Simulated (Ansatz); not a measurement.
**CH4AlNO (SMILES C1[NH][AlH][O]1): levels of theory compared**

Wanted: a comparison of 6 runs (HF/6-31+G*, B3LYP/6-31G*, PBE0/def2-SVP, MRCISD+Q(relaxed)(8,5)/SBKJC-VDZ, CCSD/6-31G**, CCSD(T)/3-21G) of CH4AlNO. 

The results are computed with Ansatz 0.2.0.

5 further runs of the same task are left out: 2 for a known fault of the program, 1 that didn't finish, 2 set aside as unsound or not needed.

### Step 1. Starting point

The species is CH4AlNO (8 atoms), meant as a singlet with charge 0. SMILES: `C1[NH][AlH][O]1`. The shape is that of a PBE0-D4/def2-TZVP optimisation.

Bond lengths: C1–N2 1.466 Å, N2–Al3 1.758 Å, C1–O4 1.423 Å, Al3–O4 1.732 Å, C1–H5 1.099 Å, C1–H6 1.099 Å, N2–H7 1.002 Å, Al3–H8 1.569 Å. Some angles: C1–N2–Al3 87.4°, N2–C1–O4 102.5°, N2–Al3–O4 80.4°, C1–O4–Al3 89.8°, C1–N2–H7 120.2°, Al3–N2–H7 152.4°, N2–C1–H5 112.7°, N2–C1–H6 112.7°, O4–C1–H5 109.9°, O4–C1–H6 109.9°.

### Step 2. Energy and gradient at HF/6-31+G(d) (spherical functions) (run 1)

Input file in.yaml:

```yaml
crystal:
  periodic: [false, false, false]
  atoms:
    - symbol: C
      position_ang: [-0.254000, 0.762000, -0.440000]
    - symbol: N
      position_ang: [0.576900, 0.253100, 0.654700]
    - symbol: Al
      position_ang: [0.036100, -1.359500, 0.209100]
    - symbol: O
      position_ang: [-0.820500, -0.429100, -0.975000]
    - symbol: H
      position_ang: [0.332400, 1.276900, -1.213500]
    - symbol: H
      position_ang: [-1.052500, 1.431000, -0.090700]
    - symbol: H
      position_ang: [1.107700, 0.887000, 1.221500]
    - symbol: H
      position_ang: [0.166000, -2.878600, 0.578000]
basis:
  gaussian:
    orbitals: 6-31+G_st_-spherical.json
hamiltonian:
  xc: hf
accuracy: high
output:
  forces: true
  orbitals: {seedname: orbitals}
```

The basis set 6-31+G* is read from a file made from the Basis Set Exchange's data (not shown).

Launch:

```console
$ ansatz run in.yaml --threads 1 --pin off --max-ram 2610MiB --events-out events.jsonl --progress --plain --runs-dir runs
```

Output:

```text
Warning: RAYON_NUM_THREADS=1 ignored (pool sized by the plan → 1); use --threads N
Functional definition: HF
  name "HF"
  exchange = exact_x
  correlation = 0
1815 factors; integrals over basis functions are off by at most 3.9e-9 eV
mean field evaluation 1: about -11190.6159 eV, gradient 4.9e1 eV
mean field evaluation 2: about -11190.7688 eV, gradient 4.9e1 eV
mean field evaluation 4: about -11195.9008 eV, gradient 3.3e0 eV
mean field evaluation 8: about -11195.9593 eV, gradient 3.1e-1 eV
mean field evaluation 16: about -11195.9596 eV, gradient 1.2e-8 eV
mean field -11195.95964512 eV, -411.4439280641 hartree, gradient 1.8e-8 eV, S^2 0.000000; 0 other end points of the search recorded, 0 dependent functions left out
the calculation of the forces begins
reference -11195.95964512 eV, -411.4439280641 hartree; 19, 19 occupied and 65, 65 virtual orbitals, 1815 factors
Total energy: -11195.95964512 eV, -411.4439280641 hartree
Atom 0 at    -0.254000     0.762000    -0.440000 Å, force    -0.256070     0.674808    -0.409187 eV/Å
Atom 1 at     0.576900     0.253100     0.654700 Å, force     0.154004     0.227701     0.157860 eV/Å
Atom 2 at     0.036100    -1.359500     0.209100 Å, force    -0.029845    -0.420242     0.021179 eV/Å
Atom 3 at    -0.820500    -0.429100    -0.975000 Å, force     0.318660     0.225533     0.361010 eV/Å
Atom 4 at     0.332400     1.276900    -1.213500 Å, force    -0.258017    -0.230369     0.316746 eV/Å
Atom 5 at    -1.052500     1.431000    -0.090700 Å, force     0.327338    -0.293911    -0.157508 eV/Å
Atom 6 at     1.107700     0.887000     1.221500 Å, force    -0.246452    -0.282792    -0.264510 eV/Å
Atom 7 at     0.166000    -2.878600     0.578000 Å, force    -0.009619     0.099272    -0.025590 eV/Å
Dipole moment:     0.288805    -0.035765     0.360694 e Å
```

It took 2.9 s on 1 thread of AMD EPYC 9R14 (Zen 4), shared host; peak memory 0.26 GiB.

### Step 3. Energy and forces at B3LYP/6-31G(d) (spherical functions) (run 2)

Input file run.yaml:

```yaml
crystal:
  periodic: [false, false, false]
  atoms:
    - {symbol: C, position_ang: [-0.254000, 0.762000, -0.440000]}
    - {symbol: "N", position_ang: [0.576900, 0.253100, 0.654700]}
    - {symbol: Al, position_ang: [0.036100, -1.359500, 0.209100]}
    - {symbol: O, position_ang: [-0.820500, -0.429100, -0.975000]}
    - {symbol: H, position_ang: [0.332400, 1.276900, -1.213500]}
    - {symbol: H, position_ang: [-1.052500, 1.431000, -0.090700]}
    - {symbol: H, position_ang: [1.107700, 0.887000, 1.221500]}
    - {symbol: H, position_ang: [0.166000, -2.878600, 0.578000]}
basis:
  gaussian:
    orbitals: 6-31G_st_-spherical.json
hamiltonian:
  xc: {name: B3LYP}
accuracy: high
output: {forces: true, orbitals: {seedname: orbitals}}
```

The basis set 6-31G* is read from a file made from the Basis Set Exchange's data (not shown).

Launch:

```console
$ ansatz run run.yaml --threads 1 --pin off --max-ram 2610MiB --events-out events.jsonl --progress --plain --runs-dir runs
```

Output, shortened:

```text
Warning: RAYON_NUM_THREADS=1 ignored (pool sized by the plan → 1); use --threads N
Functional definition: B3LYP
  name "B3LYP"
[...]
1594 factors; integrals over basis functions are off by at most 3.4e-9 eV
[...]
mean field -11236.73752724 eV, -412.9424875918 hartree, gradient 4.1e-8 eV, S^2 0.000000; 0 other end points of the search recorded, 0 dependent functions left out
[...]
reference -11236.73756503 eV, -412.9424889806 hartree; 19, 19 occupied and 49, 49 virtual orbitals, 1594 factors
Total energy: -11236.73756503 eV, -412.9424889806 hartree
Atom 0 at    -0.254000     0.762000    -0.440000 Å, force    -0.040850     0.347529    -0.099104 eV/Å
Atom 1 at     0.576900     0.253100     0.654700 Å, force     0.171260     0.133512     0.192831 eV/Å
Atom 2 at     0.036100    -1.359500     0.209100 Å, force     0.122640    -0.717633     0.249832 eV/Å
Atom 3 at    -0.820500    -0.429100    -0.975000 Å, force    -0.377723    -0.026256    -0.462961 eV/Å
Atom 4 at     0.332400     1.276900    -1.213500 Å, force     0.036315     0.069448    -0.060544 eV/Å
Atom 5 at    -1.052500     1.431000    -0.090700 Å, force    -0.057402     0.081322     0.015619 eV/Å
Atom 6 at     1.107700     0.887000     1.221500 Å, force     0.145038     0.167654     0.155817 eV/Å
Atom 7 at     0.166000    -2.878600     0.578000 Å, force     0.000723    -0.055577     0.008510 eV/Å
Dipole moment:     0.259448     0.065707     0.310628 e Å
```

Wall time 4.8 s (1 thread of AMD EPYC 9R14 (Zen 4), shared host); peak memory 0.26 GiB.

Runs 3 to 4 aren't shown in full; the table further down has their settings and results.

### Step 4. Energy and forces at CCSD/6-31G(d,p) (spherical functions) (run 5)

run.yaml, as its differences from that of step 3:

```diff
@@ -13,6 +13,9 @@
   gaussian:
-    orbitals: 6-31G_st_-spherical.json
-hamiltonian:
-  xc: {name: B3LYP}
+    orbitals: 6-31G_st__st_-spherical.json
+correlation:
+  method: ccsd
+  frozen_orbitals: {Al: 5, C: 1, H: 0, "N": 1, O: 1}
 accuracy: high
+scf:
+  omitted_lower_state_checks: [cluster_reference, increment]
 output: {forces: true, orbitals: {seedname: orbitals}}
```

The basis set 6-31G** is read from a file made from the Basis Set Exchange's data (not shown).

Launch:

```console
$ ansatz run run.yaml --threads 1 --pin off --max-ram 2610MiB --events-out events.jsonl --progress --plain --runs-dir runs
```

Output:

```text
Warning: RAYON_NUM_THREADS=1 ignored (pool sized by the plan → 1); use --threads N
[... 12 lines left out ...]
8 core orbitals not correlated: weight in the atoms' cores, before any rotation towards them, 1.000 or more for the frozen orbitals, at most 0.000 for the correlated occupied ones
[... 25 lines left out ...]
Total energy: -11211.43496707 eV, -412.0126356563 hartree
[... 8 lines left out ...]
Dipole moment:     0.269228     0.028967     0.327712 e Å
Checks for a lower state left out: cluster_reference, increment
```

Wall time 20 s (1 thread of AMD EPYC 9R14 (Zen 4), shared host); peak memory 0.57 GiB.

### Step 5. Energy and forces at CCSD(T)/3-21G (run 6)

Input file input.yaml:

```yaml
crystal:
  periodic: [false, false, false]
  atoms:
    - {symbol: C, position_ang: [-0.254000, 0.762000, -0.440000]}
    - {symbol: "N", position_ang: [0.576900, 0.253100, 0.654700]}
    - {symbol: Al, position_ang: [0.036100, -1.359500, 0.209100]}
    - {symbol: O, position_ang: [-0.820500, -0.429100, -0.975000]}
    - {symbol: H, position_ang: [0.332400, 1.276900, -1.213500]}
    - {symbol: H, position_ang: [-1.052500, 1.431000, -0.090700]}
    - {symbol: H, position_ang: [1.107700, 0.887000, 1.221500]}
    - {symbol: H, position_ang: [0.166000, -2.878600, 0.578000]}
basis:
  gaussian:
    orbitals: 3-21G.json
correlation:
  method: ccsd_t
  frozen_orbitals: {Al: 5, C: 1, H: 0, "N": 1, O: 1}
accuracy: high
scf:
  omitted_lower_state_checks: [cluster_reference, increment]
output: {forces: true, orbitals: {seedname: orbitals}}
```

The basis set 3-21G is read from a file made from the Basis Set Exchange's data (not shown).

Launch:

```console
$ ansatz run input.yaml --threads 1 --pin off --max-ram 2610MiB --events-out events.jsonl --progress --plain --runs-dir runs
```

Output:

```text
Warning: RAYON_NUM_THREADS=1 ignored (pool sized by the plan → 1); use --threads N
[... 12 lines left out ...]
8 core orbitals not correlated: weight in the atoms' cores, before any rotation towards them, 1.000 or more for the frozen orbitals, at most 0.000 for the correlated occupied ones
[... 26 lines left out ...]
Total energy: -11144.90350902 eV, -409.5676496695 hartree
[... 8 lines left out ...]
Dipole moment:     0.296282     0.113912     0.349368 e Å
Checks for a lower state left out: cluster_reference, increment
```

Run time: 4.2 s. Hardware: 1 thread of AMD EPYC 9R14 (Zen 4), shared host; peak memory 0.26 GiB.

### Step 6. Overview of the runs

```csv
run,level,core potential,task,energy (Eh),dipole moment (D),HOMO energy (eV),LUMO energy (eV),wall time
1,HF/6-31+G* (spherical functions),none,gradient,-411.443928,2.23,-10.10,1.35,2.9 s
2,B3LYP/6-31G* (spherical functions),none,gradient,-412.942489,1.97,-6.35,-0.34,4.8 s
3,PBE0/def2-SVP,none,gradient,-412.435510,2.01,-6.71,-0.12,5.1 s
4,"MRCISD+Q(relaxed)(8,5)/SBKJC-VDZ (core potential)",SBKJC-VDZ,energy,-35.368185,–,–,–,2.4 s
5,CCSD/6-31G** (spherical functions),none,gradient,-412.012636,2.04,-9.96,2.34,20 s
6,CCSD(T)/3-21G,none,gradient,-409.567650,2.27,-9.85,2.53,4.2 s
```

### Step 7. What came out

```
                                          quantity          value
                               run 6: total energy  -409.56765 Eh
         run 6: dipole moment (correlated density)         2.27 D
        run 6: HOMO energy (Hartree–Fock orbitals)       -9.85 eV
        run 6: LUMO energy (Hartree–Fock orbitals)        2.53 eV
      run 6: HOMO–LUMO gap (Hartree–Fock orbitals)       12.38 eV
run 6: correlation energy (8 core orbitals frozen)     -378.2 mEh
                             run 6: (T) correction     -10.77 mEh
                              run 6: T1 diagnostic          0.020
                   run 6: largest force on an atom     2.926 eV/Å
```

In words: Over runs 1, 2, 3, 5, 6 the dipole moment (its size) runs from 1.97 D (B3LYP/6-31G*) to 2.27 D (CCSD(T)/3-21G). The two ends differ in method and basis. Over runs 1, 2, 3 the HOMO–LUMO gap runs from 6.01 eV (B3LYP/6-31G*) to 11.45 eV (HF/6-31+G*). Totals of different functionals can't be ranked against each other. Some runs of one species differ in core potentials or relativity; totals across that change don't compare. All runs together took 40 s, the longest 20 s.
